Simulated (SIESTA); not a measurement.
**Bi2S under changes of volume**

One of the cells (30.042 Å³/atom); the others are scaled copies at fixed shape and fractional positions:

```
Bi S
1.0
     7.52570    0.00000    0.00000
     0.00000   11.88472    0.00000
    -1.06267    0.00000    4.03064
Bi S
8 4
Direct
  0.37465 0.62089 0.20283
  0.62535 0.12089 0.29717
  0.62535 0.37911 0.79717
  0.37465 0.87911 0.70283
  0.00905 0.65255 0.53723
  0.99095 0.15255 0.96277
  0.99095 0.34745 0.46277
  0.00905 0.84745 0.03723
  0.34694 0.10034 0.67514
  0.65306 0.60034 0.82486
  0.65306 0.89966 0.32486
  0.34694 0.39966 0.17514
```

The cell comes from a database or a generator and needn't be the stable form of this composition.

| Property | Result |
| --- | --- |
| Program | SIESTA 5.4.2 |
| Functional | LDA |
| Potentials or basis | PseudoDojo 0.4 standard (LDA files) |
| Basis | DZP (energy shift 0.003 Ry; two zetas on semicore shells) |
| Grid cutoff | 500 Ry |
| Energy shift | 0.003 Ry |
| k mesh | 3 × 2 × 5 |
| Occupations | fermi-dirac, width 0.05 eV |
| Spin | no spin polarisation |

| volume (Å³/atom) | energy over the lowest point (meV/atom) | pressure (GPa) | largest force (eV/Å) |
| --- | --- | --- | --- |
| 28.239 | 0.46 | 0.8 | 0.537 |
| 28.840 | 0.00 | -0.5 | 0.394 |
| 29.441 | 4.18 | -1.7 | 0.266 |
| 30.042 | 12.50 | -2.7 | 0.147 |
| 30.643 | 24.52 | -3.7 | 0.047 |
| 31.244 | 39.86 | -4.5 | 0.162 |
| 31.844 | ? | ? | ? |

Task: What does the run at 31.844 Å³/atom give?

Result: Energy over the lowest point 58.14 meV/atom; pressure -5.2 GPa; largest force 0.271 eV/Å.

Worked out: A Birch-Murnaghan fit of order 3 (a polynomial in V^(-2/3)) to the other rows has its minimum at 28.59 Å³/atom with B0 = V·E''(V) = 61 GPa and B' = 4.3 at fixed shape and positions, which overstates the stiffness. It gives 58.12 meV/atom at 31.844 Å³/atom, against the run's 58.14, and -dE/dV = -5.2 GPa, against -5.2.

Energies are extrapolated to zero smearing.

Caveats: the basis of atomic orbitals isn't converged, which shifts pressures, moduli and gaps.
